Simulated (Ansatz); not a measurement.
Working through a charge-density difference against the sublattices of KHfO3, space group Pm-3m

With Ansatz's Python interface.

Notebook, run cell by cell (the value of a cell's last expression is shown):

```python
import warnings

import ansatz
import numpy as np
```

```python
vectors0 = np.array([
    [4.177954, 0.0, 0.0],
    [0.0, 4.177954, 0.0],
    [0.0, 0.0, 4.177954],
])
sites = [
    ("K", (0.5, 0.5, 0.5)),
    ("Hf", (0.0, 0.0, 0.0)),
    ("O", (0.5, 0.0, 0.0)),
    ("O", (0.0, 0.5, 0.0)),
    ("O", (0.0, 0.0, 0.5)),
]
```

```python
def build(cell):
    crystal = ansatz.Crystal(lattice=ansatz.Lattice.of(cell))
    for symbol, position in sites:
        crystal = crystal.atom(symbol, position)
    return crystal
```

```python
warnings.simplefilter("ignore", ansatz.DeckWarning)
```

```python
def solve(crystal):
    return (
        crystal.calculation()
        .occupations("Methfessel-Paxton", width=0.15)
        .functional("PBEsol")
        .basis(460, grid_basis="typed")
        .kpoints(6, 6, 6)
        .density()
        .run(threads=1)
    )
```

```python
whole = solve(build(vectors0))
difference = whole.density().channels[0].density_e_per_ang3.copy()
binding = whole.report["free_energy_ev"]
for element in ["K", "Hf", "O"]:
    part = ansatz.Crystal(lattice=ansatz.Lattice.of(vectors0))
    for symbol, position in sites:
        if symbol == element:
            part = part.atom(symbol, position)
    alone = solve(part)
    difference -= alone.density().channels[0].density_e_per_ang3
    binding -= alone.report["free_energy_ev"]
    print(f"{element} sublattice: {alone.report['n_electrons']:g} electrons, {alone.report['n_iterations']} iterations")
```

    K sublattice: 9 electrons, 5 iterations
    Hf sublattice: 26 electrons, 7 iterations
    O sublattice: 18 electrons, 7 iterations

```python
voxel = abs(np.linalg.det(vectors0)) / difference.size
print(f"energy of the crystal less its unpolarised sublattices: {binding / len(sites):.4f} eV/atom")
print(f"net charge of the difference {difference.sum() * voxel:.5f} e, charge rearranged {0.5 * np.abs(difference).sum() * voxel:.3f} e")
print(f"extremes {difference.min():.4f} and {difference.max():.4f} e/A^3")
for (symbol, position) in sites:
    index = tuple(int(round(p * n)) % n for p, n in zip(position, difference.shape))
    print(f"  change of the pseudo-density at the grid point nearest {symbol}: {difference[index]:+.4f} e/A^3")
profile = difference.mean(axis=(0, 1))
print("planar mean along the third vector:", np.round(profile[:: max(len(profile) // 12, 1)], 4))
```

    energy of the crystal less its unpolarised sublattices: -5.9857 eV/atom
    net charge of the difference -0.00000 e, charge rearranged 1.195 e
    extremes -0.1333 and 0.5847 e/A^3
      change of the pseudo-density at the grid point nearest K: -0.0206 e/A^3
      change of the pseudo-density at the grid point nearest Hf: -0.1333 e/A^3
      change of the pseudo-density at the grid point nearest O: -0.0110 e/A^3
      change of the pseudo-density at the grid point nearest O: -0.0110 e/A^3
      change of the pseudo-density at the grid point nearest O: -0.0110 e/A^3
    planar mean along the third vector: [ 0.0383  0.0207 -0.0024 -0.0173 -0.0148 -0.0033  0.0052 -0.0071 -0.0071
      0.0052 -0.0033 -0.0148 -0.0173 -0.0024  0.0207]

What to keep in mind:
- The cell holds an odd number of electrons and is run without spin, so a magnetic state may lie lower.
- For a metal this k-point mesh is coarse: on a finer one energies can move by several to tens of meV an atom and pressures by half a GPa or more, differences at one mesh by less.
- Spin-orbit coupling, which matters for elements this heavy, is left out.
- The fields are valence quantities on the plane-wave grid; their values near the nuclei depend on the potentials.
- The structure comes from a database of computed cells and needn't be a stable or known phase.
- Charge moved counts every rearrangement, bonding and polarisation too, and is no transfer between atoms; the bare sublattices are artificial references. Values near the nuclei depend on the potentials.
- Hardware and time: 9.4 s on 1 thread of Arm Neoverse V1 (shared host), peak memory 0.41 GiB.
